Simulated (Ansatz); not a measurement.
# C3H10ClNSi: the cost of one run

All numbers below are computed with Ansatz 0.2.0 (RKS PBE/STO-3G).

### 1 The structure to begin with

Bond lengths (14 of 15 bonds, heavy atoms first): Si1–Cl2 2.130 Å, Si1–C3 1.870 Å, Si1–N7 1.819 Å, N7–C8 1.470 Å, N7–C12 1.470 Å, C3–H4 1.110 Å, C3–H5 1.110 Å, C3–H6 1.110 Å, C8–H9 1.110 Å, C8–H10 1.110 Å, C8–H11 1.110 Å, C12–H13 1.110 Å, C12–H14 1.110 Å, C12–H15 1.110 Å. Angles (14 of 27 angles, heavy atoms first): Cl2–Si1–C3 109.4°, Cl2–Si1–N7 109.5°, C3–Si1–N7 109.5°, Si1–N7–C8 120.0°, Si1–N7–C12 120.0°, C8–N7–C12 120.0°, Cl2–Si1–H16 109.5°, C3–Si1–H16 109.5°, N7–Si1–H16 109.5°, Si1–C3–H4 109.5°, Si1–C3–H5 109.5°, Si1–C3–H6 109.5°, N7–C8–H9 109.5°, N7–C8–H10 109.5°.

Coordinates:

```xyz
16

Si    0.0000    0.0000    0.0000
Cl    0.0000    0.0000    2.1300
C     1.7634    0.0000   -0.6227
H     2.1111   -1.0463   -0.7509
H     1.8119    0.5276   -1.5981
H     2.4154    0.5187    0.1108
N    -0.8572    1.4851   -0.6061
C    -2.2719    1.4087   -0.9981
H    -2.8245    0.7784   -0.2704
H    -2.7088    2.4290   -1.0098
H    -2.3521    0.9607   -2.0106
C    -0.1354    2.7620   -0.7039
H    -0.2436    3.1711   -1.7300
H    -0.5567    3.4827    0.0276
H     0.9399    2.5975   -0.4831
H    -0.6877   -1.1914   -0.4862
```

### 2 Preparing the start

input.yaml

```yaml
crystal:
  periodic: [false, false, false]
  atoms:
    - { symbol: Si, position_ang: [0.0, 0.0, 0.0] }
    - { symbol: Cl, position_ang: [0.0, 0.0, 2.13] }
    - { symbol: C, position_ang: [1.7634, 0.0, -0.6227] }
    - { symbol: H, position_ang: [2.1111, -1.0463, -0.7509] }
    - { symbol: H, position_ang: [1.8119, 0.5276, -1.5981] }
    - { symbol: H, position_ang: [2.4154, 0.5187, 0.1108] }
    - { symbol: "N", position_ang: [-0.8572, 1.4851, -0.6061] }
    - { symbol: C, position_ang: [-2.2719, 1.4087, -0.9981] }
    - { symbol: H, position_ang: [-2.8245, 0.7784, -0.2704] }
    - { symbol: H, position_ang: [-2.7088, 2.429, -1.0098] }
    - { symbol: H, position_ang: [-2.3521, 0.9607, -2.0106] }
    - { symbol: C, position_ang: [-0.1354, 2.762, -0.7039] }
    - { symbol: H, position_ang: [-0.2436, 3.1711, -1.73] }
    - { symbol: H, position_ang: [-0.5567, 3.4827, 0.0276] }
    - { symbol: H, position_ang: [0.9399, 2.5975, -0.4831] }
    - { symbol: H, position_ang: [-0.6877, -1.1914, -0.4862] }
basis:
  gaussian: { orbitals: STO-3G }
hamiltonian:
  xc: pbe
relax:
  f_tol: 0.02
  max_steps: 40
```

On the command line:

```
$ ansatz run input.yaml --threads 1 --pin off --max-ram 2048MiB --backend cpu --events-out ev --progress --plain --runs-dir out
```

**Question.** How long does this run take on 1 thread of Arm Neoverse V2, shared host, and how much memory does it need?

About 60 s, with a peak of 0.15 GiB.
